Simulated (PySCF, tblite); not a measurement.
# C6H4BBrF2: geometry, infrared bands and NMR shifts

Aim: predict the infrared bands and NMR shifts of C6H4BBrF2 (`FB(F)c1cccc(Br)c1`).

Programs: tblite 0.8.0 and PySCF 2.14.0, with density-fitted response routines of our own. Each step states its level of theory. These are calculated values for one molecule in the gas phase, unless marked as measured. Atoms are numbered from 0 throughout.

## (1) The molecule as given

14 atoms, charge 0, multiplicity 1; geometry from: force field or distance geometry start.

Bonds of the start (Å): F0–B1 1.44, B1–F2 1.46, B1–C3 1.57, C3–C4 1.42, C4–C5 1.40, C5–C6 1.40, C6–C7 1.40, C7–Br8 1.90, C7–C9 1.39, C9–C3 1.40, C4–H10 1.08, C5–H11 1.09, C6–H12 1.09, C9–H13 1.09.

## (2) Geometry optimisation with GFN2-xTB

The job: settings as JSON, then the geometry in Å.

```
{"job": {"kind": "relax", "xc": "GFN2-xTB", "basis": "xTB"}, "charge": 0, "multiplicity": 1}
F      3.113100     1.178100    -0.698000
B      2.429800    -0.005600    -0.235200
F      3.229200    -1.182100     0.106100
C      0.869700    -0.026900    -0.079800
C      0.221500    -1.194600     0.394600
C     -1.173900    -1.213100     0.521100
C     -1.920400    -0.075800     0.200700
C     -1.276800     1.083200    -0.248500
Br    -2.307700     2.623700    -0.687600
C      0.105600     1.101000    -0.386400
H      0.785300    -2.083500     0.638200
H     -1.668300    -2.110500     0.879100
H     -3.003100    -0.099200     0.322400
H      0.595400     2.004700    -0.748700
```

Started as:

```bash
> OMP_NUM_THREADS=1 python probes_run.py task.json out
```

One launch serves the whole session: the jobs run in the order shown.

The log of the run:

```text
step      E/eV     max force
  0    -809.01319    3.732
  1    -809.40951    2.542
  2    -809.50959    3.572
  3    -809.62266    0.671
  4    -809.64564    0.433
  5    -809.66188    0.165
  6    -809.66293    0.090
  7    -809.66385    0.047
  8    -809.66396    0.040
  9    -809.66420    0.031
 10    -809.66431    0.022
 11    -809.66436    0.015
 12    -809.66438    0.012
 13    -809.66439    0.010
```

It took 0.2 s on 1 thread of Arm Neoverse N1, shared host.

Along the way:

```tsv
step	energy from step 0 (eV)	largest force (eV/Å)
0	0.0000	3.7323
1	-0.3963	2.5425
2	-0.4964	3.5717
3	-0.6095	0.6714
4	-0.6324	0.4328
5	-0.6487	0.1653
6	-0.6497	0.0904
7	-0.6507	0.0472
8	-0.6508	0.0396
9	-0.6510	0.0309
10	-0.6511	0.0224
11	-0.6512	0.0146
12	-0.6512	0.0121
13	-0.6512	0.0102
```

Close pairs (by a distance rule), those that changed most:

```tsv
bond	before (Å)	after (Å)	change (Å)
B1–F2	1.463	1.319	-0.144
F0–B1	1.443	1.318	-0.125
C4–C5	1.401	1.383	-0.018
C3–C4	1.417	1.399	-0.018
C6–C7	1.400	1.386	-0.014
C5–C6	1.398	1.385	-0.013
B1–C3	1.568	1.557	-0.011
C9–H13	1.090	1.079	-0.010
```

The final coordinates are the input of the step that follows.

## (3) Infrared spectrum with GFN2-xTB

The job: settings as JSON, then the geometry in Å.

```
{"job": {"kind": "ir", "xc": "GFN2-xTB", "basis": "xTB"}, "charge": 0, "multiplicity": 1}
F      3.084450     1.048092    -0.653036
B      2.422403    -0.008581    -0.226515
F      3.183958    -1.045995     0.060525
C      0.873088    -0.034540    -0.072685
C      0.212402    -1.180772     0.383070
C     -1.163473    -1.201852     0.520593
C     -1.913922    -0.080891     0.207667
C     -1.264380     1.056669    -0.245230
Br    -2.289201     2.601623    -0.679668
C      0.109039     1.093420    -0.388312
H      0.794871    -2.055478     0.628154
H     -1.660119    -2.093075     0.872736
H     -2.988306    -0.087118     0.312764
H      0.598512     1.988025    -0.742230
```

The log of the run:

```text
mode    cm-1     km/mol
  1      46.8      0.42
  2      91.0      1.56
  3     111.4      1.99
  4     166.8      0.18
  5     217.1      0.09
  6     278.7      5.54
  7     316.5      4.63
  8     370.2      5.14
  9     417.0      2.44
 10     424.8     11.55
 11     522.3     24.25
 12     577.0     74.85
 13     630.2      3.06
 14     660.6     24.21
 15     746.4      3.35
 16     786.5     12.85
 17     889.0      0.16
 18     906.3      0.16
 19     930.1      0.02
 20     967.1      8.54
 21    1097.9     15.50
 22    1105.0     17.65
 23    1130.2      1.92
 24    1186.9      1.84
 25    1256.6     69.97
 26    1275.8    341.16
 27    1288.5    553.52
 28    1311.5      2.00
 29    1399.8     51.42
 30    1443.6     41.34
 31    1549.7     26.04
 32    1580.0      8.04
 33    3089.7      9.29
 34    3098.7     12.91
 35    3099.6     10.04
 36    3104.9     11.85
```

Run time: 0.91 s. Hardware: 1 thread of Arm Neoverse N1, shared host.

Which atoms move in the most intense modes:

```tsv
cm⁻¹	km/mol	atoms
522	24.2	F0 28 %, F2 26 %, B1 17 %
577	74.8	B1 46 %, C7 20 %, C3 13 %
1257	70.0	H13 44 %, H12 13 %, H10 12 %
1276	341.2	B1 72 %, F2 15 %, F0 10 %
1288	553.5	B1 51 %, C3 14 %
1400	51.4	C7 21 %, C3 18 %, H12 14 %, C9 11 %
1444	41.3	C3 17 %, C5 16 %, C7 11 %
1550	26.0	C6 32 %, C3 20 %, C5 17 %, C9 11 %
```

## (4) NMR shieldings: PBE0/pcSseg-1

Settings changed since step 3:

```diff
@@ -1,2 +1,2 @@
-{"job": {"kind": "ir", "xc": "GFN2-xTB", "basis": "xTB"}, "charge": 0, "multiplicity": 1}
+{"job": {"kind": "nmr", "xc": "PBE0", "basis": "pcSseg-1"}, "charge": 0, "multiplicity": 1}
 F      3.084450     1.048092    -0.653036
```

Method: GIAO PBE0/pcSseg-1 NMR shielding, non-relativistic, gas phase.

The log of the run:

```text
coarse grid: 64080 points
cycle   1  E = -3028.6789587830  dE =  4.631e-01  |g| = 9.311e-01  |ddm| = 4.037e+00
cycle   2  E = -3028.6315782917  dE =  4.738e-02  |g| = 9.468e-01  |ddm| = 1.029e+00
cycle   3  E = -3028.7534741288  dE = -1.219e-01  |g| = 1.971e-01  |ddm| = 6.687e-01
cycle   4  E = -3028.7589499102  dE = -5.476e-03  |g| = 7.209e-02  |ddm| = 1.940e-01
cycle   5  E = -3028.7600932764  dE = -1.143e-03  |g| = 2.057e-02  |ddm| = 8.861e-02
cycle   6  E = -3028.7601950972  dE = -1.018e-04  |g| = 4.469e-03  |ddm| = 2.121e-02
cycle   7  E = -3028.7601995065  dE = -4.409e-06  |g| = 1.275e-03  |ddm| = 5.854e-03
final grid: 136232 points
cycle   8  E = -3028.7602684328  dE =  6.765e-07  |g| = 2.080e-03  |ddm| = 3.824e-03
cycle   9  E = -3028.7602661005  dE =  2.332e-06  |g| = 3.608e-03  |ddm| = 5.746e-03
cycle  10  E = -3028.7602695824  dE = -3.482e-06  |g| = 3.249e-04  |ddm| = 3.622e-03
cycle  11  E = -3028.7602696113  dE = -2.892e-08  |g| = 3.646e-05  |ddm| = 3.789e-04
cycle  12  E = -3028.7602696115  dE = -1.751e-10  |g| = 1.292e-05  |ddm| = 3.969e-05
converged SCF energy = -3028.7602696115

GIAO shielding tensors (ppm)
atom      isotropic    diamagn.    paramagn.     s11        s22        s33       span
  0 F      262.859     467.385    -204.526     98.073    305.950    384.553    286.479
  1 B       76.309     195.517    -119.208     66.407     77.735     84.783     18.376
  2 F      262.454     467.162    -204.708     97.010    306.048    384.303    287.292
  3 C       55.065     256.449    -201.384    -38.997     20.696    183.494    222.491
  4 C       45.174     252.256    -207.082    -69.676     23.981    181.217    250.893
  5 C       52.174     254.326    -202.152    -56.128     38.655    173.997    230.125
  6 C       42.890     249.087    -206.197    -60.603     34.039    155.234    215.836
  7 C       41.794     255.350    -213.557    -52.243     54.973    122.651    174.894
  8 Br    1985.318    3120.975   -1135.657   1485.044   1552.714   2918.196   1433.152
  9 C       39.933     248.802    -208.869    -66.922     30.887    155.833    222.756
 10 H       23.607      31.485      -7.878     19.675     23.152     27.994      8.319
 11 H       24.022      29.942      -5.919     20.367     24.738     26.962      6.596
 12 H       23.693      29.930      -6.237     18.884     22.392     29.804     10.920
 13 H       23.369      30.997      -7.628     17.781     21.121     31.205     13.424
```

Wall time 77 s (1 thread of Arm Neoverse N1, shared host); peak memory 1 GiB.

Shifts follow as δ = σ(reference) − σ, with reference shieldings (ppm) from runs at the same level and on the same kind of geometry: 1H TMS 31.72, 13C TMS 186.9, 19F CFCl3 170.9, 11B BF3·OEt2 100.1, 79Br HBr 2622. The references are single molecules in the gas phase, so shifts against H2O, NH3, PH3, H3PO4 or CFCl3 are not on the usual liquid scales and can be off by tens of ppm. Atoms listed in one row are averaged.

```tsv
atoms	environment	σ (ppm)	δ (ppm)	δ scaled to CDCl3
C9	aromatic CH	39.9	147.0	141.5
C7	aromatic carbon bearing bromine	41.8	145.1	124.9
C6	aromatic CH	42.9	144.0	138.7
C4	aromatic CH	45.2	141.8	136.4
C5	aromatic CH	52.2	134.8	129.6
C3	substituted aromatic carbon	55.1	131.9	126.8
H13	hydrogen on an aromatic CH	23.37	8.35	7.98
H10	hydrogen on an aromatic CH	23.61	8.11	7.75
H12	hydrogen on an aromatic CH	23.69	8.02	7.67
H11	hydrogen on an aromatic CH	24.02	7.69	7.36
F0, F2	fluorine bonded to B	262.7	-91.7	–
B1	boron bonded to C, 2 F	76.3	23.8	–
Br8	bromine bonded to C	1985	637	–
```

The scaled column applies a straight-line fit of computed shieldings to shifts measured in CDCl3, with any fitted terms for Cl, Br or S neighbours, and one for carbons that bear F (root-mean-square error 0.16 ppm for H, 1.9 ppm for C).

Charges from the same density, by scheme (e):

```tsv
atoms	Mulliken	IAO	Hirshfeld	ESP fit
F0, F2	-0.28	-0.31	-0.14	-0.28
B1	0.78	0.72	0.31	0.69
C3	-0.31	-0.19	-0.09	-0.30
C4	-0.05	-0.12	-0.03	-0.01
C5	-0.07	-0.14	-0.04	-0.28
C6	0.08	-0.14	-0.04	0.17
C7	-0.25	-0.06	0.00	-0.33
Br8	-0.08	0.01	-0.01	-0.01
C9	0.09	-0.12	-0.05	0.18
```

Mayer bond orders: F0–B1 1.12, B1–F2 1.12, B1–C3 0.93, C3–C4 1.40, C4–C5 1.44, C5–C6 1.42, C6–C7 1.35, C7–Br8 1.07, C7–C9 1.36, C9–C3 1.39.

Ring of atoms C3, C4, C5, C6, C7, C9: NICS(0) -8.3, NICS(1) -11.0, NICS(1)zz -26.8 ppm (means of both faces).

## (5) Results

| quantity | value |
| --- | --- |
| strongest single infrared mode (GFN2-xTB) | 1288 cm⁻¹, 554 km/mol |
| zero-point energy (GFN2-xTB) | 54.4 kcal/mol |
| 13C shifts against TMS (PBE0/pcSseg-1) | 147.0, 145.1, 144.0, 141.8, 134.8, 131.9 ppm |
| 1H shifts against TMS (PBE0/pcSseg-1) | 8.35, 8.11, 8.02, 7.69 ppm |
| 19F shifts against CFCl3 (PBE0/pcSseg-1, means over atoms taken as alike) | -91.7 ppm |
| 11B shifts against BF3·OEt2 (PBE0/pcSseg-1) | 23.8 ppm |
| 79Br shifts against HBr (PBE0/pcSseg-1) | 637 ppm |

The optimisation took 13 steps and gained 0.651 eV; among the close pairs (by a distance rule), B1–F2 changed most, from 1.463 to 1.319 Å. No mode is imaginary among the 36: a minimum at this level. The strongest single mode, at 1288 cm⁻¹, moves mainly B1. GFN2-xTB is a fitted tight-binding method: band positions and strengths are rough. Its intensities can rank the bands wrongly. C7 stands next to heavy halogen, whose spin-orbit shielding this run leaves out, so the computed shift lies too far downfield, most of all for carbon beside Br or I. At PBE0/pcSseg-1: The largest span, 1433 ppm, is at Br8, where the paramagnetic term is -1136 ppm. NICS(1)zz of -27 ppm above the planar ring from C3 marks a diatropic (aromatic) ring current. Spin-orbit coupling is left out, which matters for shieldings and couplings at and beside the heavy atoms.
